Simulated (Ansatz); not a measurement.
# CH6S2Si: up Jacob's ladder to CCSD(T)

One table from this session's results is given with a row withheld; the runs are named, their logs left out.

The runs use Ansatz 0.2.0, Gaussian basis; functionals in def2-TZVPP, the program's frozen cores in correlated methods.

Plan: LDA (SPW92), PBE-D4, revPBE-D4, BLYP-D4, r2SCAN-D4, B97M-V, PBE0-D4, B3LYP-D4, r2SCANh-D4, r2SCAN0-D4, HSE06-D4, BHLYP-D4, CAM-B3LYP-D4, LC-ωPBE, ωB97X-V, ωB97M-V, B2PLYP, PBE-QIDH; CCSD(T)/def2-SVP; CCSD(T)/def2-TZVPP; MP2/def2-QZVPP; extrapolation to the limit; RPA on PBE.

## Structure used throughout

The geometry comes from an earlier relaxation with PBE0-D4 in a triple-zeta def2 set; it is a stationary point, not always the lowest conformer.

SMILES `CSS[SiH3]`, 10 atoms, charge 0, spin multiplicity 1.

Atoms are counted from 1 here; the program's logs count them from 0.

Bond lengths: C1–S2 1.800 Å, C1–H5 1.089 Å, C1–H6 1.093 Å, C1–H7 1.090 Å, S2–S3 2.060 Å, S3–Si4 2.141 Å, Si4–H8 1.485 Å, Si4–H9 1.482 Å, Si4–H10 1.487 Å. Angles: S2–C1–H5 110.8°, S2–C1–H6 105.9°, S2–C1–H7 111.0°, H5–C1–H6 109.4°, H5–C1–H7 110.4°, H6–C1–H7 109.2°, C1–S2–S3 102.0°, S2–S3–Si4 96.1°, S3–Si4–H8 109.9°, S3–Si4–H9 110.4°, S3–Si4–H10 106.9°, H8–Si4–H9 109.6°, H8–Si4–H10 109.7°, H9–Si4–H10 110.2°.

The first run:

in.yaml reads:

```yaml
crystal:
  periodic: [false, false, false]
  atoms:
    - {symbol: C, position_ang: [-0.839360, 1.368107, -1.052661]}
    - {symbol: S, position_ang: [0.387960, 1.522382, 0.255305]}
    - {symbol: S, position_ang: [1.678268, -0.021897, -0.185451]}
    - {symbol: Si, position_ang: [0.697469, -1.489465, 1.025648]}
    - {symbol: H, position_ang: [-0.379063, 1.495754, -2.031622]}
    - {symbol: H, position_ang: [-1.559829, 2.171889, -0.883225]}
    - {symbol: H, position_ang: [-1.352609, 0.408400, -0.996118]}
    - {symbol: H, position_ang: [-0.715566, -1.639025, 0.593739]}
    - {symbol: H, position_ang: [0.742607, -1.095751, 2.454171]}
    - {symbol: H, position_ang: [1.423324, -2.771695, 0.823013]}
basis:
  gaussian: {orbitals: def2-TZVPP}
hamiltonian: {xc: lda}
output: {orbitals: {seedname: orbitals}}
```

Among the steps run: LDA; PBE-D4 (GGA); revPBE-D4 (GGA); BLYP-D4 (GGA); r2SCAN-D4 (meta-GGA); B97M-V (meta-GGA); PBE0-D4 (hybrid); B3LYP-D4 (hybrid); r2SCANh-D4 (hybrid); r2SCAN0-D4 (hybrid); HSE06-D4 (hybrid); BHLYP-D4 (hybrid); CAM-B3LYP-D4 (range-separated); LC-ωPBE-D4 (range-separated; the results give it without D4); ωB97X-V (range-separated); ωB97M-V (range-separated); B2PLYP (double hybrid); PBE-QIDH (double hybrid).

One table of the session follows, with a row left open; its other results are not shown here.

It belongs to the step «Orbital energies across the functionals». 

```
  functional  HOMO (eV)  gap (eV)
 LDA (SPW92)      -5.72      3.69
      PBE-D4      -5.62      3.79
   revPBE-D4      -5.57      3.83
     BLYP-D4      -5.46      3.78
   r2SCAN-D4      -5.85      4.21
      B97M-V          ?         ?
     PBE0-D4      -6.79      5.95
    B3LYP-D4      -6.57      5.51
  r2SCANh-D4      -6.29      5.01
  r2SCAN0-D4      -6.94      6.21
    HSE06-D4      -6.40      5.18
    BHLYP-D4      -7.85      8.11
CAM-B3LYP-D4      -8.08      8.40
     LC-ωPBE      -9.44     10.94
     ωB97X-V      -9.10     10.48
     ωB97M-V      -8.93     10.15
```

Estimate the missing values for B97M-V.

As computed: HOMO (eV): -5.99; gap (eV): 4.40. In the column «HOMO (eV)» it lies between r2SCANh-D4 (-6.29) and r2SCAN-D4 (-5.85).
